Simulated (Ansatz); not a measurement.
**CHCuN+ (SMILES [Cu+].C#N): Born-Oppenheimer dynamics**

The task is to watch the atoms for 60 steps of 0.75 fs, started with velocities for 200 K and run with a Langevin thermostat.

The runs use Ansatz 0.2.0, Gaussian basis; revPBE-D4/def2-SVP.

## 1. The system as given

The start, a pair relaxed at PBE0-D4: SMILES `[Cu+].C#N`, 4 atoms, charge 1, spin multiplicity 1.

Atoms are counted from 1 here; the program's logs count them from 0.

Bond lengths: Cu1–N3 1.877 Å, C2–N3 1.139 Å, C2–H4 1.076 Å. Angles: N3–C2–H4 180.0°, Cu1–N3–C2 180.0°.

Coordinates:

| atom | x (Å) | y (Å) | z (Å) |
| --- | --- | --- | --- |
| Cu1 | -1.63587 | 1.48191 | -0.41545 |
| C2 | 0.56073 | -0.50794 | 0.14241 |
| N3 | -0.26914 | 0.24383 | -0.06834 |
| H4 | 1.34428 | -1.21779 | 0.34138 |

## 2. The run

md/in.yaml

```yaml
crystal:
  periodic: [false, false, false]
  atoms:
    - {symbol: Cu, position_ang: [-1.635869, 1.481905, -0.415452]}
    - {symbol: C, position_ang: [0.560729, -0.507943, 0.142410]}
    - {symbol: N, position_ang: [-0.269139, 0.243828, -0.068340]}
    - {symbol: H, position_ang: [1.344279, -1.217791, 0.341382]}
basis:
  gaussian: {orbitals: def2-SVP}
total_charge: 1
hamiltonian: {xc: {name: revPBE}, dispersion: d4}
md: {n_steps: 60, timestep: 0.75, temperature: 200, ensemble: nvt_langevin, seed: 872, friction: 0.002, initial_velocities: maxwell_boltzmann}
```

Command:

```bash
ansatz run in.yaml --threads 2 --pin off --events-out ev --progress --plain --max-ram 5222MiB
```

Before running it: what results should come out? Wanted: temperature at the start; mean temperature, second half; lowest and highest potential energy, from the first frame; largest change of potential + kinetic.

The runs gave:

| quantity | value |
| --- | --- |
| length | 60 steps, 45.0 fs |
| temperature at the start | 150 K |
| mean temperature, second half | 143 K |
| lowest and highest potential energy, from the first frame | -38 and 49 meV |
| largest change of potential + kinetic | 16.1 meV |

What this shows: The thermostat trades energy with the molecule, so the sum of potential and kinetic energy isn't conserved: it changes by +8 meV over the run. The mean temperature of the second half is still well below the 200 K set. With 4 atoms the instant temperature spans 81 to 219 K. No bond breaks or forms, judged by distance. Under Langevin the temperature counts 3N degrees of freedom, more than the drawn velocities fill, so it starts at 150 K, not 200 K.
